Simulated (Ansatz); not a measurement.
# In3TeW: one candidate of a structure search

Where does this trial cell of In3TeW go when cell and atoms are let free?

Method: DFT PBE, scalar-relativistic, plane waves, PAW, in Ansatz 0.2.0.

## 1. The structure to begin with

It takes space group Pm-3m (No. 221, cubic). Conventional cell: a = 5.022 Å, b = 5.022 Å, c = 5.022 Å, α = 90.00°, β = 90.00°, γ = 90.00°. In (site symmetry 4/mmm) has 2 W at 2.51 Å and 8 In at 3.55 Å and 4 Te at 3.55 Å as nearest neighbours. Te (site symmetry m-3m) is surrounded by 12 In at 3.55 Å. W (site symmetry m-3m) has 6 In at 2.51 Å as nearest neighbours.

As a file:

```
CELL_PARAMETERS angstrom
5.02239 0.00000 0.00000
0.00000 5.02239 0.00000
0.00000 0.00000 5.02239
ATOMIC_POSITIONS crystal
In 0.50000 0.50000 0.00000
In 0.00000 0.50000 0.50000
In 0.50000 0.00000 0.50000
Te 0.00000 0.00000 0.00000
W 0.50000 0.50000 0.50000
```

The cell is invented: species swapped into a database cell of Ce3InC (Pm-3m, No. 221), with In on the Ce sites, Te on the In sites and W on the C sites. Its size is a rough estimate.

## 2. A first look at the guess

File input.yaml:

```yaml
crystal:
  lattice:
    - [5.0223907, 0.0, 0.0]
    - [0.0, 5.0223907, 0.0]
    - [0.0, 0.0, 5.0223907]
  atoms:
    - { symbol: In, position: [0.5, 0.5, 0.0] }
    - { symbol: In, position: [0.0, 0.5, 0.5] }
    - { symbol: In, position: [0.5, 0.0, 0.5] }
    - { symbol: Te, position: [0.0, 0.0, 0.0] }
    - { symbol: W, position: [0.5, 0.5, 0.5] }
basis:
  ecutwfc: 420
kpoints:
  mp_grid: { grid: [4, 4, 4] }
hamiltonian:
  xc: pbe
scf:
  occupations: { method: gaussian, width: 0.1 }
  lower_state_search: "off"
output:
  forces: true
  stress: true
  eigenvalues: true
```

The run is started by

```
$ ansatz run input.yaml --threads 1 --pin off --max-ram 2048MiB --backend cpu --events-out ev --progress --plain --runs-dir out
```

What it wrote, shortened:

```text
[...]
SCF converged after 8 iterations
Free energy (F): -34152.932242 eV
[...]
E sigma→0 (E₀):  -34152.909000 eV
Entropy (-TS):   -0.046484 eV (-9.297 meV/atom)
Fermi energy:    11.003885 eV
[...]
--- Forces (eV/Å), atoms counted from 1 ---
  atom   1  In    -0.00000000     0.00000000     0.00000000
  atom   2  In     0.00000000     0.00000000    -0.00000000
  atom   3  In    -0.00000000    -0.00000000     0.00000000
  atom   4  Te     0.00000000     0.00000000    -0.00000000
  atom   5  W      0.00000000    -0.00000000     0.00000000
[...]
--- Stress (GPa, compression-positive) ---
       16.216251       0.000000       0.000000
        0.000000      16.216251       0.000000
        0.000000       0.000000      16.216251
  P = ⅓ Tr σ = 16.2163 GPa (162.163 kbar)
--- Band table (eV; the first three rows and the last of 10) ---
[...]
```

It took 3.5 s on 1 thread of Arm Neoverse V2, shared host; peak memory 0.39 GiB.

The probe gives pressure 16.2 GPa, largest force 0.00 eV/Å, gap on this mesh none (metal). A cheap, loose relaxation comes first.

## 3. A loose first relaxation

Edit input.yaml of step 2 so:

```diff
@@ -24 +24,6 @@
   eigenvalues: true
+relax:
+  adjacent_minimum: "off"
+  f_tol: 0.04
+  max_steps: 70
+  cell: { stress_tol: 0.4 }
```

The run is started by

```
$ ansatz run input.yaml --threads 1 --pin off --max-ram 2048MiB --backend cpu --events-out ev --progress --plain --runs-dir out
```

What it wrote:

```text
Warning: RAYON_NUM_THREADS=1 ignored (pool sized by the plan → 1); use --threads N
Engine: ansatz 0.2.0, aarch64-unknown-linux-gnu
Pseudopotentials: kind: paw
Pseudopotential: In, paw, valence charge 13, recommended cutoff 420 eV (normal), In.paw.azcp
Pseudopotential: Te, paw, valence charge 16, recommended cutoff 420 eV (normal), Te.paw.azcp
Pseudopotential: W, paw, valence charge 14, recommended cutoff 420 eV (normal), W.paw.azcp
Functional definition: PBE
  parameter kappa = 0.804
  parameter beta = 0.06672455060314922
  exchange = pbe_x(kappa = kappa, mu = beta*pi^2/3)
  correlation = pbe_c(beta = beta)
Crystal: 5 atoms, lattice volume = 126.687 Å³
Basis set: ecut = 420 eV, 2517 PW (Γ), exchange–correlation on 72×72×72 points (8 copies of the dense FFT grid, shifted against one another)
Bands: 42, of which v1, the nominal top of the filled ones, is band 35 counted from 1 (34 counted from 0)
Symmetry: 48 space group operations
Space group: Pm-3m (ITA 221), of the structure as read, at distance tolerance 5.0e-5 Å
k-points: 10 of 64
Non-local potential: In, projectors of the file, l = 0: 2, l = 1: 2, l = 2: 2, l = 3: 2
Non-local potential: Te, projectors of the file, l = 0: 2, l = 1: 2, l = 2: 2, l = 3: 2
Non-local potential: W, projectors of the file, l = 0: 3, l = 1: 2, l = 2: 2, l = 3: 1
PAW form: soft (Blöchl's): semilocal exchange-correlation on the pseudo side does not see the compensation charge
PAW one-centre angular grid: In, 590 points (default); XC on 64 Gauss nodes
PAW one-centre angular grid: Te, 590 points (default); XC on 64 Gauss nodes
PAW one-centre angular grid: W, 590 points (default); XC on 64 Gauss nodes
Initial density: superposition of atomic densities (neutral atoms: chi_scale 0, normalization atom), corrected by the library's trained network
Initial wavefunctions: pseudopotential atomic-orbital guess
Functional: x = pbe(κ = 0.804, μ = 0.2195149727645171), c = pbe(β = 0.06672455060314922)
SCF iter   1: F=—  HF=-34153.037497 eV  |F-HF|=—  |Δ(HF+E_count)|=         —  Δρ=1.19e-2  dr2=8.11e-1  ethr=1.77e-3  ⟨swp⟩=7.4  Hψ=1659  notcnv=0  defer=2
preconditioner: auto → Kerker (q_TF=auto, 2.466 Å⁻¹)  [metal: Δε(μ)=0.006 eV  Ē_g=12.643 eV  σ=0.100 eV  W_gap=0.04  n_scr=26 (ndim 8)  ℏωp=23.6 eV  f_vac=0.001  D(μ)=10.48/eV (n_scr^D=122)]
SCF iter   2: F=—  HF=-34152.968050 eV  |F-HF|=—  |Δ(HF+E_count)|=   6.94e-2  Δρ=6.90e-3  dr2=2.81e-1  ethr=1.18e-3  ⟨swp⟩=1.3  Hψ=503  notcnv=0  defer=3
SCF iter   3: F=—  HF=-34152.932134 eV  |F-HF|=—  |Δ(HF+E_count)|=   3.59e-2  Δρ=1.05e-3  dr2=1.49e-3  ethr=4.08e-4  ⟨swp⟩=2.0  Hψ=498  notcnv=0  defer=5
SCF iter   4: F=—  HF=-34152.932254 eV  |F-HF|=—  |Δ(HF+E_count)|=   1.20e-4  Δρ=3.05e-4  dr2=2.39e-4  ethr=2.16e-6  ⟨swp⟩=3.0  Hψ=833  notcnv=0  defer=6
SCF iter   5: F=—  HF=-34152.932248 eV  |F-HF|=—  |Δ(HF+E_count)|=   5.72e-6  Δρ=1.41e-4  dr2=5.16e-5  ethr=3.46e-7  ⟨swp⟩=2.1  Hψ=691  notcnv=0  defer=6
SCF iter   6: F=—  HF=-34152.932241 eV  |F-HF|=—  |Δ(HF+E_count)|=   7.57e-6  Δρ=4.20e-5  dr2=5.70e-6  ethr=7.48e-8  ⟨swp⟩=2.0  Hψ=508  notcnv=0  defer=10
SCF iter   7: F=—  HF=-34152.932242 eV  |F-HF|=—  |Δ(HF+E_count)|=   9.96e-7  Δρ=1.19e-5  dr2=3.16e-7  ethr=8.25e-9  ⟨swp⟩=2.0  Hψ=513  notcnv=0  defer=10
SCF iter   8: F=-34152.932242 eV  HF=-34152.932242 eV  |F-HF|=8.29e-10  |Δ(HF+E_count)|=   1.35e-7  Δρ=4.14e-6  dr2=1.94e-8  ethr=1.45e-10  ⟨swp⟩=10.7  Hψ=1759  notcnv=0
SCF 1 converged in 8 iterations: F = -34152.932242 eV  dr2 = 1.94e-8
relax step   1: F+E_penalty+E_count = -34152.93224200 eV  Δ(F+E_penalty+E_count) = +0.000e0 eV  max|allowed force component| = 4.744e-29 eV/Å  Δτ_max = 0.0000 Å  P = +16.216 GPa  Ω = 126.687 Å³  (8 SCF iters, dr2 threshold 1.00e-7 eV, accepted)
Crystal: 5 atoms, lattice volume = 146.133 Å³
Basis set: ecut = 420 eV, 2897 PW (Γ), exchange–correlation on 72×72×72 points (8 copies of the dense FFT grid, shifted against one another)
Initial density: handed on by an earlier stage of this run
Initial wavefunctions: those handed on with the density
SCF iter   1: F=—  HF=-34154.392108 eV  |F-HF|=—  |Δ(HF+E_count)|=         —  Δρ=2.09e-2  dr2=2.69e0  ethr=3.10e-3  ⟨swp⟩=7.1  Hψ=1773  notcnv=0  defer=2
preconditioner: auto → LDOS  [metal: Δε(μ)=0.029 eV  Ē_g=12.288 eV  σ=0.100 eV  W_gap=0.16  n_scr=32 (ndim 8)  ℏωp=21.9 eV  f_vac=0.012  D(μ)=9.85/eV (n_scr^D=92)  β→1.0]
SCF iter   2: F=—  HF=-34154.166322 eV  |F-HF|=—  |Δ(HF+E_count)|=   2.26e-1  Δρ=1.24e-2  dr2=9.51e-1  ethr=3.10e-3  ⟨swp⟩=1.5  Hψ=507  notcnv=0  defer=6
preconditioner: auto → Kerker (q_TF=auto, 2.408 Å⁻¹)  [metal: Δε(μ)=0.048 eV  Ē_g=12.186 eV  σ=0.100 eV  W_gap=0.26  n_scr=32 (ndim 8)  ℏωp=21.9 eV  f_vac=0.006  D(μ)=11.26/eV (n_scr^D=122)  β→0.5]
SCF iter   3: F=—  HF=-34154.056621 eV  |F-HF|=—  |Δ(HF+E_count)|=   1.10e-1  Δρ=3.76e-3  dr2=2.32e-2  ethr=1.38e-3  ⟨swp⟩=2.0  Hψ=475  notcnv=0  defer=14
SCF iter   4: F=—  HF=-34154.059705 eV  |F-HF|=—  |Δ(HF+E_count)|=   3.08e-3  Δρ=1.17e-3  dr2=2.98e-3  ethr=3.37e-5  ⟨swp⟩=2.3  Hψ=817  notcnv=0  defer=16
SCF iter   5: F=—  HF=-34154.059907 eV  |F-HF|=—  |Δ(HF+E_count)|=   2.02e-4  Δρ=4.11e-4  dr2=3.22e-4  ethr=4.32e-6  ⟨swp⟩=2.1  Hψ=484  notcnv=0  defer=16
SCF iter   6: F=—  HF=-34154.059883 eV  |F-HF|=—  |Δ(HF+E_count)|=   2.44e-5  Δρ=1.13e-4  dr2=3.11e-5  ethr=4.66e-7  ⟨swp⟩=2.7  Hψ=711  notcnv=0  defer=16
SCF iter   7: F=—  HF=-34154.059881 eV  |F-HF|=—  |Δ(HF+E_count)|=   1.10e-6  Δρ=3.12e-5  dr2=2.38e-6  ethr=4.50e-8  ⟨swp⟩=2.3  Hψ=655  notcnv=0  defer=16
SCF iter   8: F=-34154.059882 eV  HF=-34154.059882 eV  |F-HF|=1.85e-7  |Δ(HF+E_count)|=   3.46e-7  Δρ=1.07e-5  dr2=3.71e-7  ethr=7.25e-10  ⟨swp⟩=10.8  Hψ=1881  notcnv=0
SCF 2 converged in 8 iterations: F = -34154.059882 eV  dr2 = 3.71e-7
relax step   2: F+E_penalty+E_count = -34154.05988165 eV  Δ(F+E_penalty+E_count) = -1.128e0 eV  max|allowed force component| = 2.438e-29 eV/Å  Δτ_max = 0.0000 Å  P = +3.959 GPa  Ω = 146.133 Å³  energy of the carried Pulay correction = -5.969e-3 eV  (8 SCF iters, dr2 threshold 5.00e-7 eV, accepted)
Crystal: 5 atoms, lattice volume = 153.742 Å³
Basis set: ecut = 420 eV, 2969 PW (Γ), exchange–correlation on 72×72×72 points (8 copies of the dense FFT grid, shifted against one another)
iter 1 solved again at ethr=5.09e-4 eV; its pass at ethr=3.10e-3 eV (dr2=3.51e-1 eV) is discarded
SCF iter   1: F=—  HF=-34154.211830 eV  |F-HF|=—  |Δ(HF+E_count)|=         —  Δρ=7.22e-3  dr2=3.50e-1  ethr=5.09e-4  ⟨swp⟩=1.1  Hψ=2093  notcnv=0
preconditioner: auto → LDOS  [metal: Δε(μ)=0.035 eV  Ē_g=12.083 eV  σ=0.100 eV  W_gap=0.19  n_scr=32 (ndim 8)  ℏωp=21.4 eV  f_vac=0.010  D(μ)=11.04/eV (n_scr^D=122)  β→1.0]
SCF iter   2: F=—  HF=-34154.187775 eV  |F-HF|=—  |Δ(HF+E_count)|=   2.41e-2  Δρ=4.18e-3  dr2=1.25e-1  ethr=5.07e-4  ⟨swp⟩=1.0  Hψ=420  notcnv=0
preconditioner: auto → Kerker (q_TF=auto, 2.387 Å⁻¹)  [metal: Δε(μ)=0.011 eV  Ē_g=12.052 eV  σ=0.100 eV  W_gap=0.06  n_scr=32 (ndim 8)  ℏωp=21.4 eV  f_vac=0.010  D(μ)=11.65/eV (n_scr^D=122)  β→0.5]
SCF iter   3: F=—  HF=-34154.174425 eV  |F-HF|=—  |Δ(HF+E_count)|=   1.33e-2  Δρ=1.06e-3  dr2=1.55e-3  ethr=1.81e-4  ⟨swp⟩=1.3  Hψ=423  notcnv=0
SCF iter   4: F=—  HF=-34154.174960 eV  |F-HF|=—  |Δ(HF+E_count)|=   5.35e-4  Δρ=3.48e-4  dr2=2.09e-4  ethr=2.24e-6  ⟨swp⟩=2.0  Hψ=719  notcnv=0
SCF iter   5: F=—  HF=-34154.174936 eV  |F-HF|=—  |Δ(HF+E_count)|=   2.44e-5  Δρ=1.13e-4  dr2=2.79e-5  ethr=3.04e-7  ⟨swp⟩=3.0  Hψ=787  notcnv=0
SCF iter   6: F=—  HF=-34154.174938 eV  |F-HF|=—  |Δ(HF+E_count)|=   2.12e-6  Δρ=2.18e-5  dr2=8.13e-7  ethr=4.04e-8  ⟨swp⟩=2.0  Hψ=523  notcnv=0
SCF iter   7: F=-34154.174938 eV  HF=-34154.174938 eV  |F-HF|=3.83e-8  |Δ(HF+E_count)|=   5.56e-7  Δρ=7.72e-6  dr2=1.12e-7  ethr=7.25e-10  ⟨swp⟩=6.2  Hψ=1734  notcnv=0
SCF 3 converged in 7 iterations: F = -34154.174938 eV  dr2 = 1.12e-7
relax step   3: F+E_penalty+E_count = -34154.17493823 eV  Δ(F+E_penalty+E_count) = -1.151e-1 eV  max|allowed force component| = 1.190e-29 eV/Å  Δτ_max = 0.0000 Å  P = +1.107 GPa  Ω = 153.742 Å³  energy of the carried Pulay correction = -8.068e-3 eV  (7 SCF iters, dr2 threshold 5.00e-7 eV, accepted)
Crystal: 5 atoms, lattice volume = 156.914 Å³
Basis set: ecut = 420 eV, 3071 PW (Γ), exchange–correlation on 72×72×72 points (8 copies of the dense FFT grid, shifted against one another)
iter 1 solved again at ethr=8.78e-5 eV; its pass at ethr=3.10e-3 eV (dr2=6.06e-2 eV) is discarded
SCF iter   1: F=—  HF=-34154.191695 eV  |F-HF|=—  |Δ(HF+E_count)|=         —  Δρ=2.93e-3  dr2=5.85e-2  ethr=8.78e-5  ⟨swp⟩=1.7  Hψ=1784  notcnv=0
preconditioner: auto → LDOS  [metal: Δε(μ)=0.110 eV  Ē_g=12.019 eV  σ=0.100 eV  W_gap=0.44  n_scr=32 (ndim 8)  ℏωp=21.2 eV  f_vac=0.010  D(μ)=11.55/eV (n_scr^D=122)  β→1.0]
SCF iter   2: F=—  HF=-34154.188253 eV  |F-HF|=—  |Δ(HF+E_count)|=   3.44e-3  Δρ=1.68e-3  dr2=2.12e-2  ethr=8.48e-5  ⟨swp⟩=1.0  Hψ=420  notcnv=0
SCF iter   3: F=—  HF=-34154.186355 eV  |F-HF|=—  |Δ(HF+E_count)|=   1.90e-3  Δρ=5.59e-4  dr2=1.82e-3  ethr=3.07e-5  ⟨swp⟩=1.3  Hψ=423  notcnv=0
SCF iter   4: F=—  HF=-34154.186220 eV  |F-HF|=—  |Δ(HF+E_count)|=   1.36e-4  Δρ=1.20e-4  dr2=4.56e-5  ethr=2.64e-6  ⟨swp⟩=2.0  Hψ=456  notcnv=0
SCF iter   5: F=—  HF=-34154.186158 eV  |F-HF|=—  |Δ(HF+E_count)|=   6.12e-5  Δρ=3.97e-5  dr2=4.02e-6  ethr=6.61e-8  ⟨swp⟩=2.0  Hψ=727  notcnv=0
SCF iter   6: F=—  HF=-34154.186159 eV  |F-HF|=—  |Δ(HF+E_count)|=   5.23e-7  Δρ=1.57e-5  dr2=9.44e-7  ethr=7.25e-10  ⟨swp⟩=7.3  Hψ=1779  notcnv=0
SCF iter   7: F=-34154.186159 eV  HF=-34154.186159 eV  |F-HF|=2.93e-8  |Δ(HF+E_count)|=   1.67e-7  Δρ=5.67e-6  dr2=6.42e-8  ethr=7.25e-10  ⟨swp⟩=4.2  Hψ=1343  notcnv=0
SCF 4 converged in 7 iterations: F = -34154.186159 eV  dr2 = 6.42e-8
relax step   4: F+E_penalty+E_count = -34154.18615876 eV  Δ(F+E_penalty+E_count) = -1.122e-2 eV  max|allowed force component| = 2.335e-29 eV/Å  Δτ_max = 0.0000 Å  P = +0.128 GPa  Ω = 156.914 Å³  energy of the carried Pulay correction = -8.908e-3 eV  (7 SCF iters, dr2 threshold 5.00e-7 eV, accepted)
Basis set: ecut = 420 eV, 3071 PW (Γ), exchange–correlation on 80×80×80 points (8 copies of the dense FFT grid, shifted against one another)
Initial wavefunctions: pseudopotential atomic-orbital guess (no wavefunctions were taken with the density)
iter 1 solved again at ethr=1.10e-7 eV; its pass at ethr=3.10e-3 eV (dr2=7.58e-5 eV) is discarded
SCF iter   1: F=—  HF=-34154.191206 eV  |F-HF|=—  |Δ(HF+E_count)|=         —  Δρ=3.17e-4  dr2=1.29e-5  ethr=1.10e-7  ⟨swp⟩=4.0  Hψ=2782  notcnv=0
preconditioner: auto → Kerker (q_TF=auto, 2.379 Å⁻¹)  [metal: Δε(μ)=0.112 eV  Ē_g=12.010 eV  σ=0.100 eV  W_gap=0.46  n_scr=32 (ndim 8)  ℏωp=21.2 eV  f_vac=0.010  D(μ)=11.72/eV (n_scr^D=122)]
SCF iter   2: F=—  HF=-34154.192113 eV  |F-HF|=—  |Δ(HF+E_count)|=   9.07e-4  Δρ=1.60e-4  dr2=2.98e-6  ethr=1.87e-8  ⟨swp⟩=2.0  Hψ=654  notcnv=0
SCF iter   3: F=—  HF=-34154.192408 eV  |F-HF|=—  |Δ(HF+E_count)|=   2.95e-4  Δρ=2.49e-5  dr2=1.77e-7  ethr=4.32e-9  ⟨swp⟩=2.1  Hψ=760  notcnv=0
SCF iter   4: F=—  HF=-34154.192414 eV  |F-HF|=—  |Δ(HF+E_count)|=   5.37e-6  Δρ=1.84e-6  dr2=5.04e-9  ethr=2.57e-10  ⟨swp⟩=2.1  Hψ=672  notcnv=0
iter 5 did not close the SCF: its close was put off for the readings that it lacked (scf_convergence_deferred on its scf_iter line)
SCF iter   5: F=-34154.192414 eV  HF=-34154.192414 eV  |F-HF|=3.64e-11  |Δ(HF+E_count)|=   3.10e-8  Δρ=3.72e-7  dr2=2.63e-10  ethr=7.31e-12  ⟨swp⟩=2.4  Hψ=616  notcnv=0
SCF iter   6: F=-34154.192414 eV  HF=-34154.192414 eV  |F-HF|=1.46e-11  |Δ(HF+E_count)|=  2.18e-11  Δρ=1.37e-7  dr2=5.17e-11  ethr=1.00e-12  ⟨swp⟩=3.4  Hψ=1513  notcnv=0
SCF 5 converged in 6 iterations: F = -34154.192414 eV  dr2 = 5.17e-11
relax step   5: F+E_penalty+E_count = -34154.19241375 eV  Δ(F+E_penalty+E_count) = -6.255e-3 eV  max|allowed force component| = 2.679e-29 eV/Å  Δτ_max = 0.0000 Å  P = +0.126 GPa  Ω = 156.914 Å³  stress off target by 1.26e-1 GPa  SCF on the basis re-selected at this cell (its energy is not comparable with the rows above)  (6 SCF iters)
basis re-selected at this cell: Δ(F+E_penalty+E_count) = -6.255e-3 eV, ΔP = -0.002 GPa vs the last step (what re-selecting the basis moved, of the pressure what is left beyond the Pulay correction that the steps carried, after the strain that the cell walked since its last selection, with what the two solves' SCF thresholds leave and, on support functions, any second-order correction that the steps lacked; it is no measure of the basis error at this ecutwfc). The dense FFT grid was sized anew with the basis: this SCF ran on 40×40×40 points, the steps before it on 36×36×36, so part of this shift can come from that change (see relax.cell in the input reference). This SCF's stress stands 1.26e-1 GPa from its target on what of the cell is left free (relax.cell.stress_tol is 4.00e-1 GPa) and its largest allowed force component is 2.68e-29 eV/Å (relax.f_tol is 4.00e-2 eV/Å): within both
SCF converged after 6 iterations
Free energy (F): -34154.192414 eV
Harris-Foulkes:  -34154.192414 eV  (|F-HF|=1.46e-11)
Internal energy: -34154.133804 eV  (E = F + TS)
E sigma→0 (E₀):  -34154.163109 eV
Entropy (-TS):   -0.058610 eV (-11.722 meV/atom)
Fermi energy:    7.987406 eV
--- Per-component energies (eV) ---
  E_band       = -668.844442
  E_kinetic    = 1349.981222
  E_local      = -6366.962582  (includes V_loc(G=0)·N_el)
  E_nonlocal   = 791.687550
  E_hartree    = 2797.344553
  E_xc         = -1034.111433
  E_vxc        = -635.982978  (∫ρ·V_xc dr)
  E_paw        = -25681.670281  (= ΣΔE_a)
  E_vpaw       = -1402.256149  (= ΣTr[D̂ρ^β])
  E_aug_tail   = -0.000188  (compensation charges beyond the density's cutoff)
  E_ewald      = -6010.402646
  E_smearing   = -0.058610  (= −TS)
  E_closure    = -0.000000  (closes the sum)
  Σ components = -34154.192414   (vs F -34154.192414, Δ=0.00e0)
--- Forces (eV/Å), atoms counted from 1 ---
  atom   1  In     0.00000000    -0.00000000     0.00000000
  atom   2  In     0.00000000     0.00000000    -0.00000000
  atom   3  In    -0.00000000     0.00000000    -0.00000000
  atom   4  Te     0.00000000    -0.00000000    -0.00000000
  atom   5  W     -0.00000000     0.00000000    -0.00000000
  max |Σ_I F_I| component: 2.00e-29 eV/Å
--- Stress (GPa, compression-positive) ---
        0.125853      -0.000000      -0.000000
       -0.000000       0.125853      -0.000000
       -0.000000      -0.000000       0.125853
  P = ⅓ Tr σ = 0.1259 GPa (1.259 kbar)
--- Band table (eV; the first three rows and the last of 10) ---
  k-point 0: bands = ["-65.2847", "-29.5880", "-29.5880", "-29.5880", "-28.4903", "-28.4903", "-28.4883", "-28.4883", "-28.4883", "-6.1048", "-6.0246", "-6.0246", "-5.9903", "-5.9903", "-5.9903", "-5.9296", "-5.9296", "-5.8857", "-5.8857", "-5.8857", "-5.8422", "-5.7849", "-5.7849", "-5.7849", "-2.4462", "1.4424", "4.0177", "4.0177", "5.8082", "5.8082", "5.8082", "8.2211", "8.2211", "8.2211", "8.9344", "8.9344", "8.9344", "10.9968", "10.9968", "11.4754", "11.4754", "11.4754"]
  k-point 1: bands = ["-65.2846", "-29.5910", "-29.5880", "-29.5880", "-28.4903", "-28.4903", "-28.4883", "-28.4883", "-28.4883", "-6.0848", "-6.0241", "-5.9867", "-5.9836", "-5.9600", "-5.9600", "-5.9283", "-5.9182", "-5.8891", "-5.8860", "-5.8860", "-5.8526", "-5.8111", "-5.8111", "-5.7849", "-2.3723", "1.4074", "3.7104", "4.0690", "5.9723", "5.9723", "6.4623", "7.5520", "8.0272", "8.0272", "8.2305", "8.6107", "8.6107", "10.2539", "11.1717", "11.5131", "11.7399", "11.7399"]
  k-point 2: bands = ["-65.2846", "-29.5941", "-29.5881", "-29.5881", "-28.4903", "-28.4903", "-28.4883", "-28.4883", "-28.4883", "-6.0760", "-6.0236", "-5.9829", "-5.9303", "-5.9275", "-5.9112", "-5.9112", "-5.9004", "-5.8928", "-5.8714", "-5.8714", "-5.8707", "-5.8707", "-5.8693", "-5.7848", "-2.2921", "1.3250", "3.6969", "4.1233", "6.1763", "6.1763", "6.2688", "7.2345", "7.9922", "7.9922", "8.0905", "8.0905", "8.2401", "9.7494", "11.0158", "11.5186", "12.3830", "12.3830"]
  k-point 9: bands = ["-65.2844", "-29.5943", "-29.5943", "-29.5943", "-28.4903", "-28.4903", "-28.4883", "-28.4883", "-28.4883", "-5.9506", "-5.9436", "-5.9436", "-5.9436", "-5.9306", "-5.9306", "-5.9306", "-5.8789", "-5.8789", "-5.8789", "-5.8743", "-5.8743", "-5.8153", "-5.8153", "-5.8153", "-2.1067", "3.8949", "3.8949", "3.8949", "4.0876", "4.8944", "4.8944", "4.8944", "6.7367", "6.7367", "8.0888", "8.0888", "8.0888", "12.4989", "12.4989", "12.4989", "14.3530", "14.3530"]
--- Relaxed structure (4 steps of the walk, 4 accepted, 1 SCFs on fresh bases) ---
  F+E_penalty+E_count = -34154.19241375 eV   max|allowed force component| = 2.679e-29 eV/Å   (the final SCF, on the basis selected at the relaxed cell)
  cell:  # Å, volume = 156.9139 Å³
    - [5.393704364515967, 3.369374314164961e-33, -1.6049416203226967e-33]
    - [3.369374314164961e-33, 5.3937043645159655, 0.0]
    - [-1.4765462906968807e-33, 0.0, 5.393704364515967]
  atoms:
    - { symbol: In, position: [0.5, 0.5, 1.5977865087513414e-37] }
    - { symbol: In, position: [-7.070205300746063e-36, 0.5, 0.5] }
    - { symbol: In, position: [0.5, 1.6776758340836978e-36, 0.5] }
    - { symbol: Te, position: [5.712086768468998e-36, 8.787825797297635e-37, -3.035794366436018e-36] }
    - { symbol: W, position: [0.5, 0.5, 0.5] }
```

Run time: 20 s. Hardware: 1 thread of Arm Neoverse V2, shared host; peak memory 0.44 GiB.

The steps of the relaxation:

```csv
step,E - E(step 1) (eV/cell),largest force component (eV/Å),pressure (GPa),volume (Å³)
1,0.0000,0.0000,16.22,126.69
2,-1.1276,0.0000,3.96,146.13
3,-1.2427,0.0000,1.11,153.74
4,-1.2539,0.0000,0.13,156.91
5,-1.2602,0.0000,0.13,156.91
```

Step 1 is the start. Step 5 repeats the geometry before it on a plane-wave basis chosen anew for that cell, so its energy need not be comparable with the rows above.

|  | before | after | change |
| --- | --- | --- | --- |
| a (Å) | 5.022 | 5.394 | +7.4 % |
| b (Å) | 5.022 | 5.394 | +7.4 % |
| c (Å) | 5.022 | 5.394 | +7.4 % |
| volume (Å³/atom) | 25.34 | 31.38 | +23.9 % |
| shortest distance (Å) | 2.511 | 2.697 | +7.4 % |
| space group (0.01 Å) | Pm-3m | Pm-3m | same |

The run keeps the 48 symmetry operations of the start, so it could not have lowered the symmetry.

(Part 1 of 2 ends here.)
